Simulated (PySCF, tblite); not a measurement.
# C7H12SeSi: geometry, infrared bands and NMR shifts

Aim: predict the infrared bands and NMR shifts of C7H12SeSi (`C=C[C@@H]([Se]C)C1=C[SiH2]C1`).

Computed with tblite 0.8.0 and PySCF 2.14.0, with density-fitted response routines of our own, on a single molecule in the gas phase. Atoms are numbered from 0 throughout.

**1. The molecule as given**

21 atoms, charge 0, multiplicity 1; geometry from: force field or distance geometry start.

Bonds of the start (Å): C0–C1 1.34, C1–C2 1.52, C2–Se3 1.96, Se3–C4 1.96, C2–C5 1.48, C5–C6 1.40, C6–Si7 1.85, Si7–C8 1.73, C8–C5 1.51, C0–H9 1.09, C0–H10 1.09, C1–H11 1.07, C2–H12 1.12, C4–H13 1.12, C4–H14 1.10, C4–H15 1.11, C6–H16 1.08, Si7–H17 1.48, Si7–H18 1.47, C8–H19 1.11, C8–H20 1.12.

**2. Geometry optimisation with GFN2-xTB**

What the job is given:

```
{"job": {"kind": "relax", "xc": "GFN2-xTB", "basis": "xTB"}, "charge": 0, "multiplicity": 1}
C     -1.650800     2.437600     0.477300
C     -1.365600     1.719000    -0.613400
C     -0.965400     0.261000    -0.489800
Se    -0.948900    -0.547200    -2.278900
C     -0.796800    -2.366500    -1.555300
C      0.371100     0.136700     0.141300
C      1.649400     0.571200    -0.230700
Si     2.512900    -0.121300     1.253800
C      0.832500    -0.506600     1.430700
H     -1.631200     2.000500     1.475400
H     -1.940900     3.482000     0.370800
H     -1.411000     2.184800    -1.578400
H     -1.733900    -0.263900     0.137800
H     -0.836400    -3.088500    -2.405400
H      0.169500    -2.476300    -1.033300
H     -1.633800    -2.569600    -0.850000
H      2.020600     1.120200    -1.082200
H      3.343800    -1.292200     0.915000
H      2.983300     0.924400     2.170500
H      0.647500    -1.596500     1.429400
H      0.375300     0.008200     2.315000
```

Started as:

```
OMP_NUM_THREADS=1 python probes_run.py task.json out
```

The driver reads the jobs from task.json and runs them one after another.

**Question.** This job is followed by: GFN2-xTB harmonic vibrations, gas phase; GIAO PBE0/pcSseg-1 NMR shielding, non-relativistic, gas phase. What will the session give for the following? strongest single infrared mode (GFN2-xTB); zero-point energy (GFN2-xTB); 13C shifts against TMS (PBE0/pcSseg-1); 1H shifts against TMS (PBE0/pcSseg-1, means over atoms taken as alike); 77Se shifts against Me2Se (PBE0/pcSseg-1); 29Si shifts against TMS (PBE0/pcSseg-1).

The runs gave:

| quantity | value |
| --- | --- |
| strongest single infrared mode (GFN2-xTB) | 2257 cm⁻¹, 378 km/mol |
| zero-point energy (GFN2-xTB) | 100.0 kcal/mol |
| 13C shifts against TMS (PBE0/pcSseg-1) | 176.5, 145.4, 136.5, 122.2, 60.7, 24.3, 15.9 ppm |
| 1H shifts against TMS (PBE0/pcSseg-1, means over atoms taken as alike) | 6.29, 6.20, 5.48, 5.29, 4.91, 4.82, 4.06, 2.10, 2.09, 1.65 ppm |
| 77Se shifts against Me2Se (PBE0/pcSseg-1) | 419 ppm |
| 29Si shifts against TMS (PBE0/pcSseg-1) | -54.4 ppm |

What this shows: Relaxing lowered the energy by 1.156 eV in 115 steps; the close pair that moved most is Si7–C8, from 1.733 to 1.930 Å. All 57 modes are real, so the xTB geometry is a minimum. The strongest single mode, at 2257 cm⁻¹, moves mainly H17. GFN2-xTB is a fitted tight-binding method: band positions and strengths are rough. Its intensities can rank the bands wrongly. At PBE0/pcSseg-1: The largest span, 1323 ppm, is at Se3, where the paramagnetic term is -1659 ppm. Spin-orbit coupling is left out, which matters for shieldings and couplings at and beside the heavy atoms.
